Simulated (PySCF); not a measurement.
# C5H3F5: the cost of one run

Programs: PySCF 2.14.0, with routines of our own; each step states its level. All values are computed. Atoms count from 0.

## Step 1: The starting structure

13 atoms, charge 0, multiplicity 1; geometry from: GFN2-xTB.

## Step 2: Geometry optimisation at PBE0-D3(BJ)/def2-SVP

Job settings and geometry (Å):

```
{"job": {"xc": "PBE0", "basis": "def2-SVP", "d3": "d3bj", "grid": 2, "kind": "geom"}, "charge": 0, "multiplicity": 1}
C      2.512932     0.619456    -0.736764
C      1.549735    -0.170381    -0.280533
F      1.811172    -1.441497     0.078523
C      0.149115     0.200398    -0.108024
F     -0.128888     1.451324    -0.481737
C     -0.797181    -0.605028     0.378668
C     -2.225065    -0.183473     0.537106
F     -2.931490    -1.115465     1.189477
F     -2.363218     0.957698     1.226960
F     -2.839903     0.006631    -0.642522
H      2.299622     1.633571    -1.019690
H      3.522149     0.261937    -0.830728
H     -0.563368    -1.614684     0.671536
```

Launch:

```bash
OMP_NUM_THREADS=1 python excited_run.py task.json out
```

This one command runs all jobs of the session in turn.

**Question.** How long does this first job take on 1 thread of Intel Xeon Platinum 8375C at 2.90GHz, shared host, and how much memory does it need?

About 2.1 min, with a peak of 0.81 GiB.
